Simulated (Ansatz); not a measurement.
# AlFH₄OSi: basis-set convergence

An exercise on one series of results from a longer session: the logs are not shown, and one member is left open.

Program: Ansatz 0.2.0, Gaussian basis. Level of theory: one geometry, several basis sets. These are calculated values, not measurements.

Plan: PBE0-D4/def2-SVP; ωB97M-V/def2-SVP; PBE0-D4/def2-QZVPP; ωB97M-V/def2-QZVPP; the functionals' def2-TZVPP values are taken from earlier runs.

### Structure used throughout

An earlier PBE0-D4 in a triple-zeta def2 set relaxation fixed the geometry.

SMILES `[OH][Al]([F])[SiH3]`, 8 atoms, charge 0, spin multiplicity 1.

Atoms are counted from 1 here; the program's logs count them from 0.

Bond lengths: O1–Al2 1.686 Å, O1–H5 0.956 Å, Al2–F3 1.652 Å, Al2–Si4 2.432 Å, Si4–H6 1.488 Å, Si4–H7 1.489 Å, Si4–H8 1.487 Å. Angles: Al2–O1–H5 125.3°, O1–Al2–F3 119.4°, O1–Al2–Si4 119.3°, F3–Al2–Si4 121.2°, Al2–Si4–H6 110.4°, Al2–Si4–H7 110.1°, Al2–Si4–H8 111.4°, H6–Si4–H7 108.0°, H6–Si4–H8 108.5°, H7–Si4–H8 108.4°.

Set-up of the first run:

The input, in.yaml:

```yaml
crystal:
  periodic: [false, false, false]
  atoms:
    - {symbol: O, position_ang: [1.567473, 1.468908, -0.513535]}
    - {symbol: Al, position_ang: [0.881127, 0.245408, 0.421768]}
    - {symbol: F, position_ang: [1.679910, -0.296431, 1.762629]}
    - {symbol: Si, position_ang: [-1.264547, -0.693542, -0.233959]}
    - {symbol: H, position_ang: [2.405722, 1.894081, -0.338621]}
    - {symbol: H, position_ang: [-2.275352, 0.387200, -0.393975]}
    - {symbol: H, position_ang: [-1.137650, -1.400650, -1.538039]}
    - {symbol: H, position_ang: [-1.764482, -1.662273, 0.777732]}
basis:
  gaussian: {orbitals: def2-SVP}
hamiltonian: {xc: pbe0, dispersion: d4}
output: {orbitals: {seedname: orbitals}}
```

Started as:

```bash
ansatz run in.yaml --threads 2 --pin off --events-out ev --progress --plain --max-ram 4352MiB
```

Steps of the session up to this table: PBE0-D4 in def2-SVP; ωB97M-V in def2-SVP; PBE0-D4 in def2-QZVPP; ωB97M-V in def2-QZVPP.

One table of the session follows, with a row left open; its other results are not shown here.

It belongs to the step «Density functionals: the series». 

| functional | basis | HOMO (eV) |
| --- | --- | --- |
| PBE0-D4 | def2-SVP | -8.30 |
| PBE0-D4 | def2-TZVPP | -8.35 |
| PBE0-D4 | def2-QZVPP | -8.37 |
| ωB97M-V | def2-SVP | -10.30 |
| ωB97M-V | def2-TZVPP | -10.38 |
| ωB97M-V | def2-QZVPP | ? |

**Question.** Estimate the row for ωB97M-V, def2-QZVPP.

As computed: HOMO (eV): -10.41. In the column «HOMO (eV)» it is the lowest.
